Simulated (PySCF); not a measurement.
# H₇NSSi₂: electronic excitations and core binding energies

What electronic excitations and core binding energies should H₇NSSi₂ (`[SiH3]N[SiH2]S`) show?

The runs use PySCF 2.14.0, with density-fitted response routines of our own; the level of theory stands in each step. All values are computed, except where a source is named. Atoms are numbered from 0 throughout.

## (1) Starting geometry

11 atoms, charge 0, multiplicity 1; geometry from: GFN2-xTB.

Bonds of the start (Å): Si0–N1 1.74, N1–Si2 1.72, Si2–S3 2.15, Si0–H4 1.46, Si0–H5 1.46, Si0–H6 1.47, N1–H7 1.01, Si2–H8 1.46, Si2–H9 1.46, S3–H10 1.32.

## (2) Excited states and response: B3LYP/def2-SVPD

What the job is given:

```
{"job": {"kind": "uv", "xc": "B3LYP", "basis": "def2-SVPD", "nstates": 8, "ntriplets": 3}, "charge": 0, "multiplicity": 1}
Si    -1.705327     0.776041     0.457454
N     -0.093922     0.168477     0.695831
Si     0.810032    -0.843543    -0.364053
S      2.794893    -0.993834     0.448556
H     -1.726097     1.357320    -0.881537
H     -1.900282     1.763776     1.516285
H     -2.690578    -0.304617     0.550372
H      0.234859     0.197688     1.648898
H      0.881508    -0.197533    -1.666956
H      0.362728    -2.227931    -0.431719
H      3.037611     0.306826     0.495420
```

Method: TDDFT B3LYP/def2-SVPD, vertical, gas phase, core orbitals frozen in the response.

On the command line:

```
$ OMP_NUM_THREADS=1 python probes_run.py task.json out
```

The driver reads the jobs from task.json and runs them one after another.

**Question.** This job is followed by: delta-SCF UKS SCAN, pcX-2 on the ionised atom, pcseg-1 elsewhere, spin-free X2C. Predict these results of the whole session: lowest singlet (B3LYP/def2-SVPD); brightest single state of those computed; lowest triplet; surface potential, 1st and 99th percentile; Si1s binding energies, SCAN/pcX-2; Si2p binding energies, SCAN/pcX-2; N1s binding energies, SCAN/pcX-2; S1s binding energies, SCAN/pcX-2; S2p binding energies, SCAN/pcX-2.

**Answer**, as computed:

| quantity | value |
| --- | --- |
| lowest singlet (B3LYP/def2-SVPD) | 5.85 eV (212 nm), f = 0.003 |
| brightest single state of those computed | state 8, 7.18 eV, f = 0.031 |
| lowest triplet | 5.57 eV |
| surface potential, 1st and 99th percentile | -0.79 V and 1.74 V |
| Si1s binding energies, SCAN/pcX-2 | Si2 1847.23, Si0 1846.96 eV |
| Si2p binding energies, SCAN/pcX-2 | Si2 107.56, Si0 107.38 eV |
| N1s binding energies, SCAN/pcX-2 | N1 404.26 eV |
| S1s binding energies, SCAN/pcX-2 | S3 2476.96 eV |
| S2p binding energies, SCAN/pcX-2 | S3 169.60 eV |

**Reading.** The lowest singlet, at 5.85 eV, is HOMO→LUMO 0.65, HOMO−1→LUMO 0.30 and is weak; of the 8 states computed, the strongest absorption comes from state 8 at 7.18 eV (the last computed, so partners may be missing). The lowest triplet lies 0.28 eV below the lowest singlet (triplets in Tamm-Dancoff, singlets in full TDDFT). At B3LYP/def2-SVPD, counted by nearest atom on the grid, the HOMO lies on S3 70 %; H10 9 %, the LUMO on 6 H atoms about 11 % each; Si2 9 %. Si2 (silicon bonded to N, S, 2 H) binds its Si1s electron 0.27 eV more tightly than Si0 (silicon bonded to N, 3 H). Si2 (silicon bonded to N, S, 2 H) binds its Si2p electron 0.18 eV more tightly than Si0 (silicon bonded to N, 3 H).
